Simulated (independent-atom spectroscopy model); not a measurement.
# Angle-resolved XPS of Be on SrTiO3

How does the ratio Be 1s / O 1s change with emission angle for this film?

The numbers are computed with independent-atom spectroscopy model (version 2): angle-resolved photoelectron peak ratio of a uniform film on a substrate: exponential attenuation with lengths from TPP-2M (nominal gaps) and the elastic albedo, Dirac-Hartree-Slater cross sections, magic-angle geometry.

## Step 1: The sample

12 nm of Be (1.68 g/cm³) on SrTiO3 (5.12 g/cm³).

## Step 2: The run

Settings:

```json
{
  "film": "Be",
  "film_density": 1.68,
  "base": "SrTiO3",
  "base_density": 5.12,
  "photon_energy": 1486.7,
  "film_peak": "Be 1s",
  "base_peak": "O 1s",
  "thickness": 12.0,
  "emission_angle": [0, 10, 20, 30, 40]
}
```

Units: film_density in g/cm³, base_density in g/cm³, photon_energy in eV, thickness in nm, emission_angle in degrees.

What does the calculation give? Wanted: ratio at normal emission; ratio at 40°.

As calculated:

```
                                            quantity    value
                            ratio at normal emission     51.8
                                        ratio at 40°      258
attenuation length of the substrate peak in the film  2.31 nm
                          thickness over that length     5.20
```

**Reading.** The film is 5.2 attenuation lengths thick, so 0.55 % of the substrate's signal gets out at 0°. At 40° the ratio is 5.0 times as large, since the way out grows as 1/cos θ. Islands, roughness and grazing exit, where elastic scattering matters more, are outside the model.
